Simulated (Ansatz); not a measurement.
# C2H7NSi (SMILES C=C[SiH2]N) at BCCD(T)/cc-pVDZ

What is the vertical ionisation energy of C2H7NSi at BCCD(T)/cc-pVDZ? 

The results are computed with Ansatz 0.2.0.

62 further runs of the same task are left out: 62 set aside as unsound or not needed.

**1. Starting point**

C2H7NSi: 11 atoms, total charge 0, spin state singlet. SMILES: `C=C[SiH2]N`. The coordinates come from a PBE0-D4/def2-TZVP relaxation. This is one conformer, not always the lowest.

Bond lengths: C1–C2 1.330 Å, C2–Si3 1.865 Å, Si3–N4 1.715 Å, C1–H5 1.087 Å, C1–H6 1.087 Å, C2–H7 1.091 Å, Si3–H8 1.488 Å, Si3–H9 1.488 Å, N4–H10 1.006 Å, N4–H11 1.006 Å. Some angles: C1–C2–Si3 123.1°, C2–Si3–N4 114.9°, C1–C2–H7 118.1°, Si3–C2–H7 118.8°, C2–C1–H5 122.6°, C2–C1–H6 121.2°, C2–Si3–H8 108.4°, C2–Si3–H9 108.4°, N4–Si3–H8 107.9°, N4–Si3–H9 108.0°.

**2. A single-point energy at BCCD(T)/cc-pVDZ**

The input, molecule.yaml:

```yaml
crystal:
  periodic: [false, false, false]
  atoms:
    - symbol: C
      position_ang: [-0.676100, 1.337000, -0.945000]
    - symbol: C
      position_ang: [0.089300, 1.208600, 0.135100]
    - symbol: Si
      position_ang: [0.596500, -0.444500, 0.832600]
    - symbol: N
      position_ang: [0.002900, -1.803700, -0.028600]
    - symbol: H
      position_ang: [-0.967100, 2.304600, -1.344700]
    - symbol: H
      position_ang: [-1.046800, 0.465600, -1.479100]
    - symbol: H
      position_ang: [0.433000, 2.116700, 0.631600]
    - symbol: H
      position_ang: [0.099500, -0.536600, 2.232600]
    - symbol: H
      position_ang: [2.083200, -0.516700, 0.836000]
    - symbol: H
      position_ang: [0.404900, -2.086000, -0.906300]
    - symbol: H
      position_ang: [-0.953800, -2.102100, 0.056300]
basis:
  gaussian: {orbitals: cc-pVDZ}
correlation: {method: bccd_t, frozen_orbitals: {C: 1, H: 0, "N": 1, Si: 5}}
accuracy: high
scf: {omitted_lower_state_checks: [cluster_reference, increment]}
```

The run is started by

```console
ansatz run molecule.yaml --threads 1 --pin off --max-ram 3480MiB --events-out events.jsonl --progress --plain --runs-dir runs
```

Log, shortened:

```text
Warning: RAYON_NUM_THREADS=1 ignored (pool sized by the plan → 1); use --threads N
Functional definition: HF
  name "HF"
[...]
2292 factors; integrals over basis functions are off by at most 3.8e-9 eV
[...]
mean field -11515.84069727 eV, -423.1993399076 hartree, gradient 1.9e-8 eV, S^2 0.000000; 0 other end points of the search recorded, 0 dependent functions left out
8 core orbitals not correlated: weight in the atoms' cores, before any rotation towards them, 1.000 or more for the frozen orbitals, at most 0.000 for the correlated occupied ones
reference -11515.84069727 eV, -423.1993399076 hartree; 12, 12 occupied and 75, 75 virtual orbitals, 2292 factors
second order -14.69178933 eV of doubles, -0.00000000 eV of singles
cycle   1  -15.60130534 eV  change   -9.1e-1 eV  update   8.6e-2
[...]
cycle  21  -16.09938989 eV  change    1.5e-9 eV  update   1.7e-9
perturbative correction -0.50812704 eV, -0.0186733242 hartree
Total energy: -11532.44821420 eV, -423.8096548978 hartree
Checks for a lower state left out: cluster_reference, increment
```

Run time: 33 s. Hardware: 1 thread of Arm Neoverse V2, shared host; peak memory 0.89 GiB.

**3. The doublet cation at the same level**

The input, job.yaml:

```yaml
crystal:
  periodic: [false, false, false]
  atoms:
    - {symbol: C, position_ang: [-0.676100, 1.337000, -0.945000]}
    - {symbol: C, position_ang: [0.089300, 1.208600, 0.135100]}
    - {symbol: Si, position_ang: [0.596500, -0.444500, 0.832600]}
    - {symbol: N, position_ang: [0.002900, -1.803700, -0.028600]}
    - {symbol: H, position_ang: [-0.967100, 2.304600, -1.344700]}
    - {symbol: H, position_ang: [-1.046800, 0.465600, -1.479100]}
    - {symbol: H, position_ang: [0.433000, 2.116700, 0.631600]}
    - {symbol: H, position_ang: [0.099500, -0.536600, 2.232600]}
    - {symbol: H, position_ang: [2.083200, -0.516700, 0.836000]}
    - {symbol: H, position_ang: [0.404900, -2.086000, -0.906300]}
    - {symbol: H, position_ang: [-0.953800, -2.102100, 0.056300]}
basis:
  gaussian: {orbitals: cc-pVDZ}
total_charge: 1
magnetization: {spin_polarized: true, initial_magnetization: 1}
correlation: {method: bccd_t, frozen_orbitals: {C: 1, H: 0, "N": 1, Si: 5}}
accuracy: high
scf: {omitted_lower_state_checks: [cluster_reference, increment]}
```

The run is started by

```console
ansatz run job.yaml --threads 1 --pin off --max-ram 3480MiB --events-out events.jsonl --progress --plain --runs-dir runs
```

Log, shortened:

```text
Warning: RAYON_NUM_THREADS=1 ignored (pool sized by the plan → 1); use --threads N
[... 2 set-up lines as earlier in the session ...]
[...]
2292 factors; integrals over basis functions are off by at most 3.8e-9 eV
[...]
mean field -11507.41682117 eV, -422.8897681709 hartree, gradient 2.6e-8 eV, S^2 0.786449; 9 other end points of the search recorded, 0 dependent functions left out
8 core orbitals not correlated: weight in the atoms' cores, before any rotation towards them, 1.000 or more for the frozen orbitals, at most 0.000 for the correlated occupied ones
reference -11507.41682117 eV, -422.8897681709 hartree; 12, 11 occupied and 75, 76 virtual orbitals, 2292 factors
second order -13.45239224 eV of doubles, -0.00000000 eV of singles
cycle   1  -14.55182874 eV  change    -1.1e0 eV  update   1.0e-1
[...]
cycle  36  -15.15290383 eV  change   9.3e-10 eV  update   2.0e-9
perturbative correction -0.53595335 eV, -0.0196959225 hartree
Total energy: -11523.10567835 eV, -423.4663230379 hartree
Checks for a lower state left out: cluster_reference, increment
```

Wall time 2.5 min (1 thread of Arm Neoverse V2, shared host); peak memory 1.7 GiB.

**4. Summary of results**

Level: BCCD(T)/cc-pVDZ, 8 core orbitals frozen.

```
                                                    quantity          value
                               singlet C2H7NSi: total energy  -423.80965 Eh
singlet C2H7NSi: correlation energy (8 core orbitals frozen)     -610.3 mEh
                             singlet C2H7NSi: (T) correction     -18.67 mEh
                                doublet cation: total energy  -423.46632 Eh
 doublet cation: correlation energy (8 core orbitals frozen)     -576.6 mEh
                              doublet cation: (T) correction     -19.70 mEh
           doublet cation: ⟨S²⟩ of the reference determinant          0.786
          vertical ionisation energy (to the doublet cation)       9.343 eV
```

In words: The vertical ionisation energy comes to 9.34 eV (215 kcal/mol). The triples (singlet C2H7NSi) make up 3.1 % of the correlation energy. The triples (doublet cation) make up 3.4 % of the correlation energy.
